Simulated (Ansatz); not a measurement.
## C2H6GeO, SMILES [GeH3][CH]1CO1: a single point in a Gaussian basis, step by step

Program: the Ansatz DFT code, driven from Python.

The cells in order, each with its output:

```python
from pathlib import Path

import ansatz as az
import numpy as np
```

```python
GEOMETRY = """
Ge    0.05500    1.37260    0.16960
C    -0.64550   -0.41800    0.01910
C     0.34010   -1.41910   -0.37180
O     0.04230   -1.23220    0.97640
H    -0.21670    2.13680   -1.21020
H    -0.77260    2.16920    1.27620
H     1.54560    1.41990    0.50330
H    -1.67200   -0.65360   -0.14160
H     1.41890   -1.05320   -0.47040
H    -0.01210   -2.37370   -0.74760
"""
```

```python
c2h6geo = az.Crystal.molecule()
for line in GEOMETRY.strip().splitlines():
    symbol, *xyz = line.split()
    c2h6geo = c2h6geo.atom(symbol, [float(v) for v in xyz])
```

```python
base = (
    c2h6geo.calculation()
    .basis(gaussian="def2-SVPD")
    .functional("pbe")
    .forces()
    .orbitals()
)
done = base.run(runs_dir="c2h6geo_runs")
r = done.report
```

    

```python
r["mean_field"]["state"]["spin_squared"]
```

    2.4868995751603507e-14

```python
for key in ("converged", "free_energy_ev", "reference_energy_ev", "n_frozen", "n_occupied", "n_virtual"):
    print(f"{key:22s} {r[key]}")
```

    converged              True
    free_energy_ev         -60711.374039871516
    reference_energy_ev    -60711.374039871516
    n_frozen               0
    n_occupied             [29, 29]
    n_virtual              [120, 120]

```python
state = r["mean_field"]["state"]
print(f"mean field: {state['energy']['hartree']:.7f} Ha, <S^2> = {abs(state['spin_squared']):.4f}, stability: {state.get('stability', {}).get('kind')}")
```

    mean field: -2231.1018443 Ha, <S^2> = 0.0000, stability: minimum

```python
symbols = [site.symbol for site in c2h6geo.cartesian_sites]
forces = np.array(r["forces_ev_ang"])
print("largest force", round(float(np.linalg.norm(forces, axis=1).max()), 4), "eV/A, rms", round(float(np.sqrt((forces ** 2).mean())), 4))
```

    largest force 2.3146 eV/A, rms 0.8926

```python
charges = r["charge_distribution"]
print("dipole moment", round(4.803205 * float(np.linalg.norm(charges["dipole_moment_e_ang"])), 3), "D")
print("Mulliken:", [(s, round(q, 3)) for s, q in zip(symbols, charges["mulliken_charges_e"])])
```

    dipole moment 1.434 D
    Mulliken: [('Ge', -0.403), ('C', 0.331), ('C', 0.713), ('O', -0.564), ('H', 0.116), ('H', 0.114), ('H', 0.147), ('H', -0.224), ('H', 0.031), ('H', -0.261)]

```python
lines = Path(r["orbitals_path"]).read_text().splitlines()
field_of = lambda key: [line.split("=")[1].strip() for line in lines if line.startswith(key)]
orbitals = [(27.211386 * float(e), s, float(n)) for e, s, n in zip(field_of("Ene="), field_of("Spin="), field_of("Occup="))]
homo = max(e for e, _, n in orbitals if n > 0.5)
lumo = min(e for e, _, n in orbitals if n < 0.5)
print(f"HOMO {homo:.3f} eV, LUMO {lumo:.3f} eV, gap {lumo - homo:.3f} eV")
```

    HOMO -6.227 eV, LUMO -0.318 eV, gap 5.909 eV

Total energies depend on the basis set; only differences at equal settings carry meaning. The geometry is a force-field or estimated start, not a minimum of this method, and the basis set is short of its limit. Levels such as HOMO and LUMO are orbital energies: with these approximate functionals they aren't the ionisation energy and electron affinity, and their gap isn't the fundamental gap. Mulliken charges are unreliable in a basis with diffuse functions. Timing: 3.4 s on 1 thread of Intel(R) Xeon(R) 6975P-C (Granite Rapids) (shared host), peak memory 0.26 GiB.

(Lines on the test bed's own set-up are left out of the output.)
